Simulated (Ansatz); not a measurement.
# TaN: response to strain

Aim: deform TaN (equal xx and yy strain of +1 %) and compute stress, forces and field gradients with LAPW, PAW and all-electron datasets made for the crystal.

Program: Ansatz 0.2.0. Level of theory: DFT LDA, scalar-relativistic. These are calculated values, not measurements.

2 further runs of the same task are left out: 2 set aside as unsound or not needed.

## 1. The system as given

It takes space group P-6m2 (No. 187, hexagonal). Conventional cell: a = 2.938 Å, b = 2.938 Å, c = 2.883 Å, α = 90.00°, β = 90.00°, γ = 120.00°. Ta (site symmetry -6m2) has 6 N at 2.23 Å as nearest neighbours. Around N (site symmetry -6m2) lie 6 Ta at 2.23 Å.

Coordinates:

```xyz
2
Lattice="2.9380 0.0000 0.0000 -1.4690 2.5444 0.0000 0.0000 0.0000 2.8830" Properties=species:S:1:pos:R:3 pbc="T T T"
Ta    0.0000    1.6963    1.4415
N     0.0000    0.0000    0.0000
```

Atoms are numbered in the order of the input: Ta1, N2.

## 2. After the deformation

Space group P-6m2 before, P-6m2 after.

## 3. LAPW, all electrons

input.yaml

```yaml
crystal:
  lattice:
    - [2.967378847, 0.0, 0.0]
    - [-1.4836894235, 2.5698254642, 0.0]
    - [0.0, 0.0, 2.883]
  atoms:
    - { symbol: Ta, position: [0.3333333333, 0.6666666667, 0.5] }
    - { symbol: "N", position: [0.0, 0.0, 0.0] }
kpoints:
  mp_grid: { grid: [12, 12, 10] }
  band_path:
    path:
      - [0.0, 0.0, 0.0]
      - [0.5, 0.0, 0.0]
      - [0.3333333333, 0.3333333333, 0.0]
      - [0.0, 0.0, 0.0]
      - [0.0, 0.0, 0.5]
      - [0.5, 0.0, 0.5]
      - [0.3333333333, 0.3333333333, 0.5]
      - [0.0, 0.0, 0.5]
      - [0.5, 0.0, 0.5]
    npoints: 5
scf:
  occupations: { method: fermi_dirac, width: 0.02 }
hamiltonian:
  xc: lda
  pseudopotentials: { kind: all_electron, lapw: { basis_error: 0.00025 } }
output:
  forces: true
  stress: true
  eigenvalues: true
```

Started as:

```console
$ ansatz run input.yaml --threads 1 --pin off --max-ram 3072MiB --backend cpu --events-out ev --progress --plain --runs-dir out
```

The program printed (excerpt; [...] marks lines left out):

```text
LAPW: plane waves up to 10.269 Å⁻¹, error target 2.5e-4 eV per atom; small_component_spin mean_spin; N in spheres of 0.954 Å, 7 of its electrons in bands, Dirac shells []; Ta in spheres of 1.285 Å, 45 of its electrons in bands, Dirac shells []
[...]
Pseudopotentials: kind: all_electron
Pseudopotential: Ta, LAPW, valence charge 45, Koelling and Harmon's equation, gaussian nucleus
Pseudopotential: N, LAPW, valence charge 7, Koelling and Harmon's equation, gaussian nucleus
Functional definition: SPW92
[...]
Crystal: 2 atoms, lattice volume = 21.985 Å³
Basis set: ecut = 401.80571545620614 eV, 405 PW (Γ), exchange–correlation at level 2
Bands: 32, of which v1, the nominal top of the filled ones, is band 26 counted from 1 (25 counted from 0)
Symmetry: 12 space group operations
Space group: P-6m2 (ITA 187), of the structure as read, at distance tolerance 2.8e-5 Å
k-points: 114 of 1440 (time reversal used)
[...]
SCF iter   1: F=—  HF=-425803.801545 eV  |F-HF|=—  |Δ(HF+E_count)|=         —  Δρ=1.14e-1  dr2=3.30e0  ethr=6.35e-3  ⟨swp⟩=2.0  Hψ=22800  notcnv=0
[...]
the basis was enlarged: its passes take 1.7 MiB over the memory plan, 1 of 1 planned eigensolver slots
[...]
SCF iter   8: F=-425802.409617 eV  HF=-425802.409617 eV  |F-HF|=3.31e-8  |Δ(HF+E_count)|=   2.89e-7  Δρ=9.49e-6  dr2=2.44e-8  ethr=1.15e-9  ⟨swp⟩=2.2  Hψ=10853  notcnv=0
[...]
NSCF: frozen V_eff on 41 k-points
SCF converged after 8 iterations
Free energy (F): -425802.409617 eV
[...]
E sigma→0 (E₀):  -425802.409567 eV
Entropy (-TS):   -0.000100 eV (-0.050 meV/atom)
Fermi energy:    24.616289 eV
[...]
--- Forces (eV/Å), atoms counted from 1 ---
  atom   1  Ta    -0.00000000     0.00000000     0.00000000
  atom   2  N      0.00000000    -0.00000000     0.00000000
[...]
--- Stress (GPa, compression-positive) ---
      -18.723717      -0.000000       0.000000
       -0.000000     -18.723717       0.000000
        0.000000       0.000000     -14.997390
  P = ⅓ Tr σ = -17.4816 GPa (-174.816 kbar)
--- Band table (eV; the first three rows and the last of 114) ---
[...]
```

Run time: 58 s. Hardware: 1 thread of Intel Xeon Platinum 8488C (Sapphire Rapids), shared host; peak memory 0.53 GiB.

Read from it: pressure -17.48 GPa; no gap.

## 4. PAW on the default files

input.yaml

```yaml
crystal:
  lattice:
    - [2.967378847, 0.0, 0.0]
    - [-1.4836894235, 2.5698254642, 0.0]
    - [0.0, 0.0, 2.883]
  atoms:
    - { symbol: Ta, position: [0.3333333333, 0.6666666667, 0.5] }
    - { symbol: "N", position: [0.0, 0.0, 0.0] }
kpoints:
  mp_grid: { grid: [12, 12, 10] }
scf:
  occupations: { method: fermi_dirac, width: 0.02 }
hamiltonian:
  xc: lda
  pseudopotentials: { kind: paw }
output:
  forces: true
  stress: true
  eigenvalues: true
  efg: { contact_densities: true }
```

Started as:

```console
$ ansatz run input.yaml --threads 1 --pin off --max-ram 3072MiB --backend cpu --events-out ev --progress --plain --runs-dir out
```

The program printed (excerpt; [...] marks lines left out):

```text
Ta: output.efg is read without spin–orbit coupling, which moves field gradients at and beside such atoms by some per cent and up to a factor of two; PAW files take it under magnetization.noncollinear and magnetization.spin_orbit
[...]
Pseudopotentials: kind: paw
Pseudopotential: Ta, paw, valence charge 13, recommended cutoff 420 eV (normal)
Pseudopotential: N, paw, valence charge 5, recommended cutoff 420 eV (normal)
[... 1 set-up line as earlier in the session ...]
[...]
Crystal: 2 atoms, lattice volume = 21.985 Å³
Basis set: ecut = 420 eV, 405 PW (Γ)
Bands: 13, of which v1, the nominal top of the filled ones, is band 9 counted from 1 (8 counted from 0)
[... 2 set-up lines as earlier in the session ...]
k-points: 114 of 1440 (time reversal used)
[...]
--- Forces (eV/Å), atoms counted from 1 ---
  atom   1  Ta     0.00000000     0.00000000     0.00000000
  atom   2  N     -0.00000000     0.00000000     0.00000000
[...]
--- Stress (GPa, compression-positive) ---
      -18.845789      -0.000000       0.000000
        0.000000     -18.845789       0.000000
        0.000000       0.000000     -15.098813
  P = ⅓ Tr σ = -17.5968 GPa (-175.968 kbar)
--- PAW observables at the nuclei: V_zz in 10²¹ V/m², potentials from the cell's mean, atoms counted from 1 ---
  atom   1  Ta V_zz =    +4.544846   η = 0.0000   by run symmetry: allowed
            electrostatic potential = -14500.576249 V   contact ρ = 8123647.269612 e/Å³
  atom   2  N  V_zz =    -0.089808   η = 0.0000   by run symmetry: allowed
            electrostatic potential = -528.592915 V   contact ρ = 1390.443747 e/Å³
--- Band table (eV; the first three rows and the last of 114) ---
  k-point 0: bands = ["-49.0175", "-15.3399", "-15.1244", "-15.1244", "2.0160", "14.8798", "14.8798", "15.3471", "16.6102", "21.5111", "22.9505", "22.9505", "23.2669"]
[...]
```

Run time: 3.9 s. Hardware: 1 thread of Intel Xeon Platinum 8488C (Sapphire Rapids), shared host; peak memory 0.42 GiB.

In short: pressure -17.60 GPa; no gap; Vzz Ta1 4.54 (η = 0.00), N2 -0.09 (η = 0.00) (10²¹ V/m²).

## 5. Datasets made for this crystal

Edit input.yaml of step 4 so:

```diff
@@ -14,3 +14,3 @@
   xc: lda
-  pseudopotentials: { kind: paw }
+  pseudopotentials: { kind: all_electron, datasets: crystal }
 output:
```

Started as:

```console
$ ansatz run input.yaml --threads 1 --pin off --max-ram 3072MiB --backend cpu --events-out ev --progress --plain --runs-dir out
```

The program printed (excerpt; [...] marks lines left out):

```text
[...]
band count auto-derived: 22 (N_el = 32.0; filled up to band 16; 20 by the electrons, moments and atoms)
Ta: output.efg is read without spin–orbit coupling, which moves field gradients at and beside such atoms by some per cent and up to a factor of two; PAW files take it under magnetization.noncollinear and magnetization.spin_orbit
[...]
[... 1 set-up line as earlier in the session ...]
Pseudopotential: Ta, paw, valence charge 27, recommended cutoff 460 eV (normal), Koelling and Harmon's equation, gaussian nucleus
Pseudopotential: N, paw, valence charge 5, recommended cutoff 460 eV (normal), Koelling and Harmon's equation, gaussian nucleus
[... 1 set-up line as earlier in the session ...]
[...]
Crystal: 2 atoms, lattice volume = 21.985 Å³
Basis set: ecut = 460 eV, 515 PW (Γ)
Bands: 22, of which v1, the nominal top of the filled ones, is band 16 counted from 1 (15 counted from 0)
[... 1 set-up line as earlier in the session ...]
[...]
  atom   1  Ta    -0.00000000     0.00000000     0.00000000
  atom   2  N      0.00000000     0.00000000     0.00000000
[...]
--- Stress (GPa, compression-positive) ---
      -18.723134       0.000000       0.000000
        0.000000     -18.723134       0.000000
        0.000000       0.000000     -14.996230
  P = ⅓ Tr σ = -17.4808 GPa (-174.808 kbar)
--- PAW observables at the nuclei: V_zz in 10²¹ V/m², potentials from the cell's mean, atoms counted from 1 ---
  atom   1  Ta V_zz =    +5.244293   η = 0.0000   by run symmetry: allowed
            electrostatic potential = -14494.502109 V   contact ρ = 8119514.569221 e/Å³
  atom   2  N  V_zz =    -0.098631   η = 0.0000   by run symmetry: allowed
            electrostatic potential = -526.545276 V   contact ρ = 1390.699673 e/Å³
--- Band table (eV; the first three rows and the last of 114) ---
  k-point 0: bands = ["-43.9147", "-10.2380", "-10.0292", "-10.0292", "4.2898", "4.2986", "4.2986", "4.3046", "4.3046", "4.3229", "4.3853", "7.1473", "19.9897", "19.9897", "20.4564", "21.7254", "26.6208", "28.0554", "28.0554", "28.3760"]
[...]
```

Run time: 29 s. Hardware: 1 thread of Intel Xeon Platinum 8488C (Sapphire Rapids), shared host; peak memory 0.82 GiB.

Read from it: pressure -17.48 GPa; no gap; Vzz Ta1 5.24 (η = 0.00), N2 -0.10 (η = 0.00) (10²¹ V/m²).

## 6. Stress and forces compared

Stress (GPa, compression positive):

```csv
method,xx,yy,zz,yz,xz,xy
"LAPW, undeformed (earlier run)",-10.98,-10.98,-12.57,0.00,0.00,0.00
LAPW,-18.72,-18.72,-15.00,0.00,0.00,0.00
PAW,-18.85,-18.85,-15.10,0.00,0.00,0.00
crystal datasets,-18.72,-18.72,-15.00,0.00,0.00,0.00
```

```
          method  pressure (GPa)  Vzz Ta1 (10²¹ V/m²)  Vzz N2 (10²¹ V/m²)  SCF cycles, all passes
            LAPW          -17.48                    –                   –                       8
             PAW          -17.60                 4.54               -0.09                       6
crystal datasets          -17.48                 5.24               -0.10                       9
```

## 7. Outcome

```
                                 quantity                                                 value
                                 pressure  LAPW -17.48, PAW -17.60, crystal datasets -17.48 GPa
largest shear or deviatoric stress (LAPW)                                              2.48 GPa
```

What this shows: Against the undeformed cell the largest change of stress is -7.75 GPa, in the yy component (others tie with it), with the atoms carried along and not relaxed. PAW: stress within 0.12 GPa of LAPW. Crystal datasets: stress within 0.01 GPa of LAPW. Spin-orbit coupling is left out, though the cell holds Ta; in elements this heavy it can shift bands and gaps by tenths of an eV.
